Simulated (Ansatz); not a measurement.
# CdSn5O: the cost of one run

Method: DFT PBE, scalar-relativistic, plane waves, PAW, unless a step names another level, in Ansatz 0.2.0.

7 further runs of the same task are left out: 1 that didn't finish, 6 set aside as unsound or not needed.

## Step 1: What the formula suggests

Pauling electronegativities: Cd 1.69, Sn 1.96, O 3.44 (spread 1.75). No set of common oxidation states balances it. Tabulated atomic sizes suggest about 24 Å³/atom. 27 candidates were drawn, by swapping species into database cells of other compounds, at random by space group and Wyckoff sites, or by hand, as the table says:

```csv
name,made from,space group no.,Wyckoff sites,atoms (primitive cell),V (Å³/atom)
c01,random,65,"Cd 2c; Sn 4i, 4f, 2b; O 2a",7,24.5
c02,database cell of SnPPt5,123,"Cd 1d; Sn 1c, 4i; O 1a",7,22.0
c03,random,123,"Cd 1c; Sn 2e, 2g, 1d; O 1b",7,28.6
c04,random,166,"Cd 3a; Sn 9d, 6c; O 3b",7,30.1
c05,built by hand: CdO rocksalt bilayer with bct Sn slab,129,"Cd 2c; Sn 2c, 2c, 2c, 2c, 2c; O 2c",14,23.5
c06,database cell of InAsPd5,123,"Cd 1c; Sn 4i, 1a; O 1b",7,22.7
c07,random,164,"Cd 1a; Sn 3f, 2d; O 1b",7,27.7
c08,database cell of ScGa5Ni,123,"Cd 1b; Sn 4i, 1c; O 1a",7,22.9
c09,random,71,"Cd 2d; Sn 8n, 2b; O 2a",7,26.5
c10,random,189,"Cd 1a; Sn 2e, 3f; O 1b",7,27.0
c11,database cell of SrInAu5,119,"Cd 2c; Sn 8g, 2d; O 2a",7,23.0
c12,random,187,"Cd 1f; Sn 3k, 1b, 1c; O 1a",7,23.8
c13,"built by hand: anti-Tl2AlF5-like chain, stuffed with Cd",123,"Cd 1d; Sn 4j, 1b; O 1a",7,23.7
c14,database cell of HgPPt5,123,"Cd 1b; Sn 4i, 1a; O 1c",7,21.7
c15,random,187,"Cd 1e; Sn 3j, 2i; O 1d",7,27.7
c16,random,191,"Cd 1a; Sn 3g, 2d; O 1b",7,27.5
c17,built by hand: HoCoGa5 (Pd5TlAs),123,"Cd 1a; Sn 4i, 1c; O 1b",7,23.6
c18,random,99,"Cd 1a; Sn 1a, 4d; O 1b",7,24.4
c19,built by hand: SnO litharge slab with bcc-like Sn/Cd metal,129,"Cd 2c; Sn 2c, 2c, 2c, 2c, 2c; O 2a",14,23.7
c20,random,123,"Cd 1b; Sn 2e, 2f, 1a; O 1d",7,23.7
c21,random,83,"Cd 1b; Sn 4k, 1c; O 1d",7,30.1
c22,random,183,"Cd 1a; Sn 2b, 3c; O 1a",7,25.0
c23,random,216,"Cd 4c; Sn 4a, 16e; O 4d",7,25.9
c24,random,216,"Cd 4c; Sn 16e, 4d; O 4b",7,28.8
c25,built by hand: antiperovskite CdSn3O intergrown with Sn2 layer,99,"Cd 1b; Sn 2c, 1a, 1a, 1b; O 1a",7,23.6
c26,random,123,"Cd 1a; Sn 4k, 1c; O 1d",7,25.1
c27,database cell of YGa5Co,123,"Cd 1a; Sn 4i, 1c; O 1b",7,23.1
```

## Step 2: Screening run of c03

input.yaml

```yaml
crystal:
  lattice:
    - [5.27592834, 0.0, 0.0]
    - [0.0, 5.27592834, 0.0]
    - [0.0, 0.0, 7.19458102]
  atoms:
    - { symbol: Cd, position: [0.5, 0.5, 0.0] }
    - { symbol: Sn, position: [0.5, 0.0, 0.5] }
    - { symbol: Sn, position: [0.0, 0.5, 0.5] }
    - { symbol: Sn, position: [0.0, 0.0, 0.76082588] }
    - { symbol: Sn, position: [0.0, 0.0, 0.23917412] }
    - { symbol: Sn, position: [0.5, 0.5, 0.5] }
    - { symbol: O, position: [0.0, 0.0, 0.5] }
basis:
  ecutwfc: 420
kpoints:
  mp_grid: { grid: [3, 3, 3] }
hamiltonian:
  xc: pbe
scf:
  occupations: { method: gaussian, width: 0.2 }
  lower_state_search: "off"
output:
  forces: true
  stress: true
  eigenvalues: true
relax:
  adjacent_minimum: "off"
  f_tol: 0.08
  max_steps: 16
  cell: { stress_tol: 0.8 }
```

Run with:

```bash
$ ansatz run input.yaml --threads 1 --pin off --max-ram 2560MiB --backend cpu --events-out ev --progress --plain --runs-dir out
```

**Question.** How long does this run take on 1 thread of Intel Xeon at 2.50GHz (Skylake/Cascade Lake), shared host, and how much memory does it need?

About 83 s, with a peak of 0.51 GiB.
